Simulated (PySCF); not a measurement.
**ZrCl2: singlet, from a linear start**

The task is one start of a wider search on ZrCl2: the singlet, from a linear start. It is relaxed, tested by its Hessian and followed downhill if it is a saddle.

Program: PySCF 2.14.0. Level of theory: PBE0, basis Zr def2-TZVP with ECP28, Cl def2-TZVP, scalar-relativistic core potentials, no spin–orbit coupling, density fitting. These are calculated values, not measurements.

## Step 1: Starting geometry

3 atoms, charge 0, spin multiplicity 1.

Bond lengths: Zr1–Cl2 2.530 Å, Zr1–Cl3 2.530 Å. Angles: Cl2–Zr1–Cl3 180.0°.

```xyz
3
charge 0 multiplicity 1
Zr    0.0000    0.0000    0.0000
Cl    0.0000    0.0000    2.5300
Cl    0.0000    0.0000   -2.5300
```

## Step 2: Linear start, singlet: relaxation

One driver script runs all steps and calls PySCF; scf.py shows how it sets up the SCF of each step. The optimiser is the driver's own. Before each start the driver seeks the lowest SCF state from one or more starting densities and follows internal instabilities, so scf.py alone need not reach the same state.

The program finds D∞h symmetry in the start, which this walk keeps. The walk stops when the largest gradient is under 0.0003 Eh/bohr and the energy has settled too.

scf.py

```python
from pyscf import gto, scf, dft
mol = gto.M(atom='''
Zr     0.000000     0.000000     0.000000
Cl     0.000000     0.000000     2.530000
Cl     0.000000     0.000000    -2.530000''',
    basis={'Zr': 'def2-TZVP', 'Cl': 'def2-TZVP'},
    ecp={'Zr': 'def2-TZVP'},
    charge=0, spin=0)
mf = dft.RKS(mol, xc='PBE0')
mf.grids.atom_grid = (50, 194)
aux = {'Zr': 'def2-universal-JKFIT', 'Cl': 'def2-universal-JKFIT'}
mf = mf.density_fit(auxbasis=aux)
mf.kernel()
```

Energy and gradient, step by step:

```
step  energy (Eh)  change (kJ/mol)  largest symmetric gradient (Eh/bohr)
   0  -967.203689             0.00                               0.04540
   1  -967.220139           -43.19                               0.02465
   2  -967.223579           -52.22                               0.01402
   3  -967.224532           -54.72                               0.00239
   4  -967.224564           -54.81                               0.00019
   5  -967.224564           -54.81                               0.00000
```

The walk ran for 40 s (2 threads, shared host).

Positions (Å) and forces (eV/Å) along the way:

```
step 0
Zr   0.000   0.000   0.000   0.000   0.000   0.000
Cl   0.000   0.000   2.530   0.000   0.000  -2.335
Cl   0.000   0.000  -2.530   0.000   0.000   2.335
step 1
Zr   0.000   0.000   0.000   0.000   0.000   0.000
Cl   0.000   0.000   2.409   0.000   0.000  -1.267
Cl   0.000   0.000  -2.409   0.000   0.000   1.267
step 3
Zr   0.000   0.000   0.000   0.000   0.000   0.000
Cl   0.000   0.000   2.327   0.000   0.000  -0.123
Cl   0.000   0.000  -2.327   0.000   0.000   0.123
step 5
Zr   0.000   0.000   0.000   0.000   0.000   0.000
Cl   0.000   0.000   2.320   0.000   0.000   0.000
Cl   0.000   0.000  -2.320   0.000   0.000   0.000
```

After 5 steps and 54.8 kJ/mol it ends at D∞h: Zr–Cl 2.320 Å (×2); Cl–Zr–Cl 180.0°.

## Step 3: Frequencies

The point is checked on the finer grid, and tightened if its gradient asks for it. The Hessian and the dipole derivatives come from central differences of analytic gradients, with steps of 0.01 bohr.

scf.py: that of step 2 with these lines changed.

```diff
@@ -4,2 +4,2 @@
-Cl     0.000000     0.000000     2.530000
-Cl     0.000000     0.000000    -2.530000''',
+Cl    -0.000000     0.000000     2.320225
+Cl     0.000000     0.000000    -2.320225''',
@@ -10 +10 @@
-mf.grids.atom_grid = (50, 194)
+mf.grids.atom_grid = (75, 302)
```

The driver hands on the density of the step before, so the log starts near convergence.

Log of the central SCF (cycles and frontier levels):

```text
init E= -967.22458738124
  HOMO = -0.215055756603641  LUMO = -0.13959524698354  gap/eV = 2.05339
cycle= 1 E= -967.224587381241  delta_E= -1.59e-12  |g|= 5.67e-07  |ddm|= 1.41e-06
  HOMO = -0.215055604754348  LUMO = -0.139595047412217  gap/eV = 2.05339
Extra cycle  E= -967.22458738124  delta_E= 1.36e-12  |g|= 6.84e-07  |ddm|= 1.47e-06
converged SCF energy = -967.22458738124
```

The whole step took 49 s.

Geometry: D∞h; Zr–Cl 2.320 Å (×2); Cl–Zr–Cl 180.0°.

Harmonic modes (main isotopes):

```json
{"symmetry": "πu", "ω (cm⁻¹)": "64i", "IR (km/mol)": "4.2", "μ (u)": "47.73"}
{"symmetry": "σg+", "ω (cm⁻¹)": "367", "IR (km/mol)": "0.0", "μ (u)": "34.97"}
{"symmetry": "σu+", "ω (cm⁻¹)": "424", "IR (km/mol)": "156", "μ (u)": "47.73"}
```

2 modes are imaginary, the largest at 64i cm⁻¹: a saddle point, not a minimum.

Constants and moments:

```yaml
Dipole_moment: 0.00 D
Highest_occupied_level: -5.85 eV
Lowest_empty_level: -3.80 eV
Rotational_constants: 0.04477 cm⁻¹
Zero-point_energy_real_modes: 4.7 kJ/mol
Principal_polarisabilities: 84.6, 84.6, 99.8 bohr³
Atomisation_energy_without_zero-point_energy: 913 kJ/mol
Principal_traceless_quadrupole_moments_about_the_centre_of_mass: -8.18, 4.09, 4.09 D Å
```

Charges (e) and bond orders:

```
 atom  Mulliken  Löwdin  polar tensor  Mayer order to Zr1
  Zr1      0.72   -0.13          1.03                   –
Cl2,3     -0.36    0.06         -0.52                1.16
```

Mulliken populations on Zr1 (outside its core potential): s 3.29, p 6.22, d 1.71, f 0.05.

## Step 4: Leaving the saddle point

The start is the last point, displaced along its most imaginary mode.

The program finds C2v symmetry in the start, which this walk keeps.

scf.py: that of step 3 with these lines changed.

```diff
@@ -3,3 +3,3 @@
-Zr     0.000000     0.000000     0.000000
-Cl    -0.000000     0.000000     2.320225
-Cl     0.000000     0.000000    -2.320225''',
+Zr     0.000000     0.194477     0.000000
+Cl    -0.000000    -0.250000     2.320225
+Cl    -0.000000    -0.250000    -2.320225''',
@@ -10 +10 @@
-mf.grids.atom_grid = (75, 302)
+mf.grids.atom_grid = (50, 194)
```

Steps of the walk:

```
step  energy (Eh)  change (kJ/mol)  largest symmetric gradient (Eh/bohr)
   0  -967.224964             0.00                               0.01465
   1  -967.226390            -3.74                               0.00525
   2  -967.226970            -5.27                               0.00502
   3  -967.227879            -7.65                               0.00738
   4  -967.228849           -10.20                               0.00614
   5  -967.229568           -12.09                               0.00120
   6  -967.229636           -12.27                               0.00199
   7  -967.229660           -12.33                               0.00075
   8  -967.229664           -12.34                               0.00015
   9  -967.229664           -12.34                               0.00002
```

The walk took 72 s.

After 9 steps and 12.3 kJ/mol it ends at C2v: Zr–Cl 2.298 Å (×2); Cl–Zr–Cl 130.9°.

## Step 5: Vibrations and properties at this point

The same treatment as at the point before.

scf.py: that of step 4 with these lines changed.

```diff
@@ -3,3 +3,3 @@
-Zr     0.000000     0.194477     0.000000
-Cl    -0.000000    -0.250000     2.320225
-Cl    -0.000000    -0.250000    -2.320225''',
+Zr     0.000000     0.446601     0.000000
+Cl    -0.000000    -0.551244     2.068425
+Cl    -0.000000    -0.551244    -2.068425''',
@@ -10 +10 @@
-mf.grids.atom_grid = (50, 194)
+mf.grids.atom_grid = (75, 302)
```

SCF at the final geometry:

```text
init E= -967.229586420613
  HOMO = -0.198548865835857  LUMO = -0.120624521335275  gap/eV = 2.12043
cycle= 1 E= -967.229586420035  delta_E= 5.78e-10  |g|= 5.28e-05  |ddm|= 9.22e-05
  HOMO = -0.198562033133162  LUMO = -0.120641688726908  gap/eV = 2.12032
cycle= 2 E= -967.229586417702  delta_E= 2.33e-09  |g|= 0.000103  |ddm|= 0.000171
  HOMO = -0.198553031262591  LUMO = -0.120630128418193  gap/eV = 2.12039
cycle= 3 E= -967.22958642088  delta_E= -3.18e-09  |g|= 2.21e-06  |ddm|= 0.000114
  HOMO = -0.198553098505978  LUMO = -0.120630284174542  gap/eV = 2.12039
cycle= 4 E= -967.229586420882  delta_E= -2.27e-12  |g|= 9.15e-07  |ddm|= 4.45e-06
  HOMO = -0.198552984869981  LUMO = -0.120630212845854  gap/eV = 2.12039
Extra cycle  E= -967.229586420881  delta_E= 1.36e-12  |g|= 7.09e-07  |ddm|= 5.49e-06
converged SCF energy = -967.229586420881
```

The whole step took 90 s.

Geometry: C2v; Zr–Cl 2.297 Å (×2); Cl–Zr–Cl 128.5°.

Harmonic modes (main isotopes):

| symmetry | ω (cm⁻¹) | IR (km/mol) | type |
| --- | --- | --- | --- |
| a1 | 67 | 1.8 | bend |
| a1 | 395 | 19.2 | stretch |
| b2 | 429 | 84.3 | stretch |

All wavenumbers are real: a minimum.

Constants and moments:

| Property | Result |
| --- | --- |
| Dipole moment | 1.43 D |
| Highest occupied level | -5.40 eV |
| Lowest empty level | -3.28 eV |
| Rotational constants | 0.4304, 0.05634, 0.04982 cm⁻¹ |
| Zero-point energy | 5.3 kJ/mol |
| Principal polarisabilities | 98.7, 99.3, 99.9 bohr³ |
| Atomisation energy without zero-point energy | 926 kJ/mol |
| Principal traceless quadrupole moments about the centre of mass | -3.77, -0.24, 4.02 D Å |
| Entropy at 298.15 K and 1 bar | 303.4 J/(mol K) |
| Heat capacity Cp at 298.15 K | 53.6 J/(mol K) |
| Enthalpy at 298.15 K above 0 K | 13.58 kJ/mol |
| Rotational symmetry number | 2 |

Populations by atom (charges in e):

```json
{"atom": "Zr1", "Mulliken": "0.68", "Löwdin": "-0.22", "polar tensor": "0.93", "Mayer order to Zr1": "–"}
{"atom": "Cl2,3", "Mulliken": "-0.34", "Löwdin": "0.11", "polar tensor": "-0.47", "Mayer order to Zr1": "1.19"}
```

Outer orbital energies (eV). occupied: -22.66, -11.28, -10.70, -10.16, -10.11, -9.91, -9.78, -5.40; empty: -3.28, -3.26, -2.33, -2.19.

Mulliken populations on Zr1 (outside its core potential): s 3.19, p 6.22, d 1.86, f 0.04.

## Step 6: All stationary points

| spin | group | bonds | imaginary modes (cm⁻¹) | ΔE (kJ/mol) | with zero-point energy |
| --- | --- | --- | --- | --- | --- |
| singlet | C2v | Zr–Cl 2.297 Å (×2) | none | 0.0 | 0.0 |
| singlet | D∞h | Zr–Cl 2.320 Å (×2) | 64i, 64i | 13.1 | – |

## Step 7: Results

| quantity | value |
| --- | --- |
| minimum | singlet, C2v |
| geometry | Zr–Cl 2.297 Å (×2); Cl–Zr–Cl 128.5° |
| wavenumbers (cm⁻¹) | 67 (a1), 395 (a1), 429 (b2) |
| dipole moment | 1.43 D |
| highest occupied, lowest empty level | -5.40, -3.28 eV |
| polar-tensor charge of Zr1 | +0.93 e |
| zero-point energy | 5.3 kJ/mol |
| entropy at 298.15 K | 303.4 J/(mol K) |
| atomisation energy (no zero-point energy) | 926 kJ/mol |

What this shows: From D∞h at the start the molecule goes to a C2v minimum, after a stop at a second-order saddle point 13.1 kJ/mol higher, from which it was pushed off along an imaginary mode. The strongest infrared band lies at 429 cm⁻¹ (b2, stretch). Other starts or spin states, not run here, may lie lower. Take wavenumbers under 90 cm⁻¹ as rough. The stability of the closed-shell solution was not tested.

The search up to here ran for 4.5 min (2 threads, shared host).
